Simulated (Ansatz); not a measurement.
# YbSn3: the cost of one run

Method: reference: DFT LDA, plane waves, PAW, scalar-relativistic, no spin polarisation, in Ansatz 0.2.0.

## 1. The structure to begin with

It takes space group Pm-3m (No. 221, cubic). The conventional cell has a = 4.634 Å, b = 4.634 Å, c = 4.634 Å, α = 90.00°, β = 90.00°, γ = 90.00°. Sn (site symmetry 4/mmm) is surrounded by 8 Sn at 3.28 Å and 4 Yb at 3.28 Å. Yb (site symmetry m-3m) is surrounded by 12 Sn at 3.28 Å.

Structure file:

```cif
data_structure
_symmetry_space_group_name_H-M 'P 1'
_symmetry_Int_Tables_number 1
_cell_length_a 4.6341
_cell_length_b 4.6341
_cell_length_c 4.6341
_cell_angle_alpha 90.000
_cell_angle_beta 90.000
_cell_angle_gamma 90.000
_cell_volume 99.52
loop_
_atom_site_label
_atom_site_type_symbol
_atom_site_fract_x
_atom_site_fract_y
_atom_site_fract_z
_atom_site_occupancy
Sn1 Sn 0.00000 0.50000 0.50000 1
Sn2 Sn 0.50000 0.00000 0.50000 1
Sn3 Sn 0.50000 0.50000 0.00000 1
Yb1 Yb 0.00000 0.00000 0.00000 1
```

## 2. Baseline

input.yaml

```yaml
crystal:
  lattice:
    - [4.63407648, 0.0, 0.0]
    - [0.0, 4.63407648, 0.0]
    - [0.0, 0.0, 4.63407648]
  atoms:
    - { symbol: Sn, position: [0.0, 0.5, 0.5] }
    - { symbol: Sn, position: [0.5, 0.0, 0.5] }
    - { symbol: Sn, position: [0.5, 0.5, 0.0] }
    - { symbol: Yb, position: [0.0, 0.0, 0.0] }
  symmetry: { tolerance: 0.0003 }
kpoints:
  mp_grid: { grid: [4, 4, 4], shift: [0, 0, 0] }
magnetization:
  spin_polarized: false
scf:
  occupations: { method: tetrahedron }
hamiltonian:
  pseudopotentials: { kind: paw }
  xc: lda
basis:
  ecutwfc: 420
output:
  forces: true
  stress: true
  eigenvalues: true
  write_density: true
  write_potential: true
  elf: true
  volumetric_format: npy
```

The run is started by

```console
$ ansatz run input.yaml --threads 1 --pin off --max-ram 2560MiB --backend cpu --events-out ev --progress --plain --runs-dir out
```

**Question.** How long does this run take on 1 thread of Arm Neoverse V1, shared host, and how much memory does it need?

About 4.2 s, with a peak of 0.34 GiB.
